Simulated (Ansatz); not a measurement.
# C2H5GaO: small, medium and large basis sets

How large a basis does C2H5GaO need? Two functionals are run in growing sets.

Computed with Ansatz 0.2.0, Gaussian basis. Level: one geometry, several basis sets.

The runs, in order: PBE0-D4/def2-SVP; ωB97M-V/def2-SVP; PBE0-D4/def2-QZVPP; ωB97M-V/def2-QZVPP; the functionals' def2-TZVPP values are taken from earlier runs.

## 1. Structure used throughout

The geometry comes from an earlier relaxation with PBE0-D4 in a triple-zeta def2 set; it is a stationary point, not always the lowest conformer.

SMILES `[CH3][GaH][CH]=O`, 9 atoms, charge 0, spin multiplicity 1.

Atoms are counted from 1 here; the program's logs count them from 0.

Bond lengths: C1–Ga2 1.963 Å, C1–H5 1.090 Å, C1–H6 1.092 Å, C1–H7 1.094 Å, Ga2–C3 2.021 Å, Ga2–H8 1.572 Å, C3–O4 1.211 Å, C3–H9 1.118 Å. Angles: Ga2–C1–H5 112.1°, Ga2–C1–H6 110.4°, Ga2–C1–H7 109.4°, H5–C1–H6 109.4°, H5–C1–H7 108.0°, H6–C1–H7 107.4°, C1–Ga2–C3 118.0°, C1–Ga2–H8 123.7°, C3–Ga2–H8 117.9°, Ga2–C3–O4 113.2°, Ga2–C3–H9 128.3°, O4–C3–H9 118.5°.

Geometry (Å):

| atom | x (Å) | y (Å) | z (Å) |
| --- | --- | --- | --- |
| C1 | -0.42843 | 0.81806 | -1.23561 |
| Ga2 | 0.01018 | -0.76437 | -0.15960 |
| C3 | 0.68186 | -0.47278 | 1.72379 |
| O4 | -0.19880 | -0.18930 | 2.50574 |
| H5 | -1.17890 | 0.60105 | -1.99629 |
| H6 | -0.78601 | 1.62642 | -0.59487 |
| H7 | 0.47341 | 1.17584 | -1.74195 |
| H8 | -0.30189 | -2.23836 | -0.60802 |
| H9 | 1.72855 | -0.55656 | 2.10681 |

## 2. PBE0-D4 in def2-SVP

in.yaml

```yaml
crystal:
  periodic: [false, false, false]
  atoms:
    - {symbol: C, position_ang: [-0.428428, 0.818058, -1.235610]}
    - {symbol: Ga, position_ang: [0.010183, -0.764370, -0.159600]}
    - {symbol: C, position_ang: [0.681862, -0.472777, 1.723793]}
    - {symbol: O, position_ang: [-0.198796, -0.189301, 2.505744]}
    - {symbol: H, position_ang: [-1.178900, 0.601053, -1.996292]}
    - {symbol: H, position_ang: [-0.786010, 1.626421, -0.594871]}
    - {symbol: H, position_ang: [0.473415, 1.175841, -1.741946]}
    - {symbol: H, position_ang: [-0.301888, -2.238363, -0.608021]}
    - {symbol: H, position_ang: [1.728553, -0.556562, 2.106814]}
basis:
  gaussian: {orbitals: def2-SVP}
hamiltonian: {xc: pbe0, dispersion: d4}
output: {orbitals: {seedname: orbitals}}
```

On the command line:

```bash
$ ansatz run in.yaml --threads 2 --pin off --events-out ev --progress --plain --max-ram 4352MiB
```

The runs that follow: ωB97M-V in def2-SVP; PBE0-D4 in def2-QZVPP; ωB97M-V in def2-QZVPP.

Q: Predict the results of all the runs planned. Wanted: PBE0-D4: double and triple zeta above quadruple; ωB97M-V: double and triple zeta above quadruple.

**Answer**, as computed:

```
                                       quantity           value
PBE0-D4: double and triple zeta above quadruple  13.00, 1.42 eV
ωB97M-V: double and triple zeta above quadruple  13.13, 1.38 eV
```

What this shows: For PBE0-D4 the step from double to triple zeta gains 11.57 eV and the next only 1.42 eV. Total energies overstate the basis error of differences, where much of it tends to cancel.
